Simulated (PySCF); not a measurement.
**In₂: bond curves at several levels of theory**

One job finds the state of In₂, follows it along the bond with each method and fits the curves.

The runs use PySCF 2.14.0; In def2-TZVPP with ECP28, scalar-relativistic core potentials.

**1. Input**

The job is set up so:

```json
{
  "atoms": "In, In",
  "charge": "0",
  "basis": "In def2-TZVPP with ECP28",
  "Hamiltonian": "scalar-relativistic core potentials",
  "basis functions": "100",
  "electrons treated": "42",
  "masses in u": "114.9039, 114.9039",
  "levels": "PBE0, PBE, r²SCAN, PBEsol, BLYP, B97-3, M06-L, ωB97X-V, HF, MP2, SCS-MP2, CCSD, CCSD(T)",
  "grid": "80 radial by 434 angular points",
  "occupations": "held fixed by the projection of orbital angular momentum",
  "dissociation limit": "In + In, each in its ground configuration",
  "starting distance in angstrom": "2.780",
  "values of 2S to try": "0, 2"
}
```

The runs that follow: PBE0 along the bond; Other states along the same grid; PBE (GGA); r²SCAN (meta-GGA); PBEsol; BLYP (GGA); B97-3 (global hybrid GGA); M06-L (meta-GGA); ωB97X-V (range-separated hybrid); UHF (mean field); MP2 and coupled cluster.

What does the calculation give? Wanted: for each run, Re; ωe; De.

As calculated:

Lowest PBE0 solution found, without spin–orbit coupling: ³Πu (triplet), unpaired electrons σ ↑, π ↑. State 2 has its PBE0 minimum 0.16 eV higher, as a spin-mixed determinant (⟨S²⟩ = 1.01), so this is no gap between pure states. State 3 has its PBE0 minimum 0.18 eV higher. State 4 has its PBE0 minimum 0.34 eV higher, as a spin-mixed determinant (⟨S²⟩ = 1.01), so this is no gap between pure states. The other levels ran on the lowest alone.

```tsv
level	Re (Å)	ωe (cm⁻¹)	De (eV)
UHF	3.098	113.4	0.62
UHF-MP2	2.963	124.9	1.21
UHF-SCS-MP2	2.981	124.1	1.04
UHF-CCSD	3.010	118.5	1.07
UHF-CCSD(T)	3.009	117.6	1.17
PBE	3.087	104.1	1.36
PBEsol	3.025	110.5	1.51
BLYP	3.152	95.7	1.18
r²SCAN	3.030	111.8	1.37
M06-L	3.101	105.5	1.44
PBE0	3.040	112.8	1.27
B97-3	3.099	106.4	1.14
ωB97X-V	2.982	125.2	1.08
```

De is counted to In + In in their ground configurations.

Differences from CCSD(T) in the same basis:

```tsv
level	Re (mÅ)	ωe (%)
UHF	+88	-3.6
UHF-MP2	-46	+6.3
UHF-SCS-MP2	-28	+5.6
UHF-CCSD	+1	+0.8
PBE	+78	-11.5
PBEsol	+15	-6.0
BLYP	+143	-18.6
r²SCAN	+21	-4.9
M06-L	+92	-10.2
PBE0	+31	-4.0
B97-3	+89	-9.5
ωB97X-V	-27	+6.5
```

In words: Judged by CCSD(T) in the same basis: best bond length UHF-CCSD (+1 mÅ), worst BLYP (+143 mÅ); best wavenumber UHF-CCSD (+0.8 %), worst BLYP (-18.6 %). Among the levels with a De in the table, it runs from 0.62 eV (UHF) to 1.51 eV (PBEsol).

Correlated steps freeze 8 core orbitals. Spin–orbit coupling is left out, which matters for elements this heavy, above all for dissociation energies.
